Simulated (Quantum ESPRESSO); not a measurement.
SiTe2: equation of state with PBE

Crystal: SiTe2.

```
Te Si
1.0
     3.80047    0.00000    0.00000
    -1.90024    3.29130    0.00000
     0.00000    0.00000    7.07909
Te Si
2 1
Direct
  0.66667 0.33333 0.22659
  0.33333 0.66667 0.77341
  0.00000 0.00000 0.00000
```

The cell comes from a database or a generator and needn't be the stable form of this composition.

```yaml
Program: Quantum ESPRESSO 7.5
Task: equation of state
Functional: PBE
Potentials_or_basis: SSSP 1.3 efficiency PBE
Cutoff: 748 eV
Density_cutoff: 5987 eV
k_mesh: 8 × 8 × 4
Occupations: fermi-dirac, width 0.05 eV
Spin: no spin polarisation
```

```
Equilibrium volume                        : 29.93 Å³/atom
Bulk modulus at fixed shape and positions : 52 GPa
Pressure derivative of the bulk modulus   : 4.7
```

Energy against volume, from the lowest point:
| volume (Å³/atom) | energy (meV/atom) |
| --- | --- |
| 27.745 | 29.75 |
| 28.336 | 15.16 |
| 28.926 | 5.69 |
| 29.516 | 0.80 |
| 30.107 | 0.00 |
| 30.697 | 2.86 |
| 31.287 | 8.99 |

All runs of the series together: 2.3 min on 2 threads of Intel(R) Xeon(R) Platinum 8488C (Sapphire Rapids), on a shared host.

Caveat: the cell was scaled at fixed shape and fractional positions, which overstates the stiffness of a crystal with free parameters, most of all of layers and chains; this functional lacks dispersion, which binds the layers, so the pressure and a relaxed spacing across them are unreliable. The run has no spin-orbit coupling, so splittings on Te are missing.
